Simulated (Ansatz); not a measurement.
# CH₃Se radical (SMILES [CH2][SeH]): functionals against CCSD(T) at one geometry

One table from this session's results is given with a row withheld; the runs are named, their logs left out.

The runs use Ansatz 0.2.0, Gaussian basis; single points in def2-TZVPP.

Correlated methods freeze the cores. Filled d shells of the heavier atoms are correlated. Orbitals are unrestricted. B3LYP uses VWN-RPA correlation.

## Starting geometry

SMILES `[CH2][SeH]`, 5 atoms, charge 0, spin multiplicity 2.

Atoms are counted from 1 here; the program's logs count them from 0.

Bond lengths: C1–Se2 1.813 Å, C1–H3 1.103 Å, C1–H4 1.057 Å, Se2–H5 1.468 Å. Angles: Se2–C1–H3 114.8°, Se2–C1–H4 119.7°, H3–C1–H4 116.6°, C1–Se2–H5 95.5°.

As a file:

```xyz
5

C    -0.3402   -0.4624    0.1978
Se    0.9420    0.8118    0.3346
H    -0.2382   -1.3002    0.9077
H    -0.7506   -0.6923   -0.7487
H     0.4154    1.6568   -0.7436
```

The first run:

Contents of run/in.yaml:

```yaml
crystal:
  periodic: [false, false, false]
  atoms:
    - {symbol: C, position_ang: [-0.340200, -0.462400, 0.197800]}
    - {symbol: Se, position_ang: [0.942000, 0.811800, 0.334600]}
    - {symbol: H, position_ang: [-0.238200, -1.300200, 0.907700]}
    - {symbol: H, position_ang: [-0.750600, -0.692300, -0.748700]}
    - {symbol: H, position_ang: [0.415400, 1.656800, -0.743600]}
basis:
  gaussian: {orbitals: def2-TZVPP}
magnetization: {spin_polarized: true, initial_magnetization: 1}
correlation: {method: ccsd_t}
scf: {omitted_lower_state_checks: [cluster_reference]}
output: {forces: true}
```

No record of the launch command was kept for these runs.

Steps of the session up to this table: CCSD(T)/def2-TZVPP; PBE0-D4/def2-TZVPP; wB97M-V/def2-TZVPP; r2SCAN-D4/def2-TZVPP; PBE-D4/def2-TZVPP; B3LYP-D4/def2-TZVPP; BHLYP-D4/def2-TZVPP.

One of the session's tables, all rows but one given; the rest of the session is left out.

| method | RMS force component (eV/Å) | angle to CCSD(T) forces (°) | dipole (D) |
| --- | --- | --- | --- |
| CCSD(T) | 0.640 | reference | 0.66 |
| PBE0-D4 | ? | ? | ? |
| wB97M-V | 0.596 | 7.0 | 0.65 |
| r2SCAN-D4 | 0.620 | 4.8 | 0.70 |
| PBE-D4 | 0.626 | 17.8 | 0.63 |
| B3LYP-D4 | 0.645 | 6.3 | 0.63 |
| BHLYP-D4 | 0.655 | 12.0 | 0.71 |

Q: Estimate the row for PBE0-D4 from the others.

The run gave: RMS force component (eV/Å): 0.587; angle to CCSD(T) forces (°): 8.4; dipole (D): 0.68. In the column «RMS force component (eV/Å)» it is the lowest.
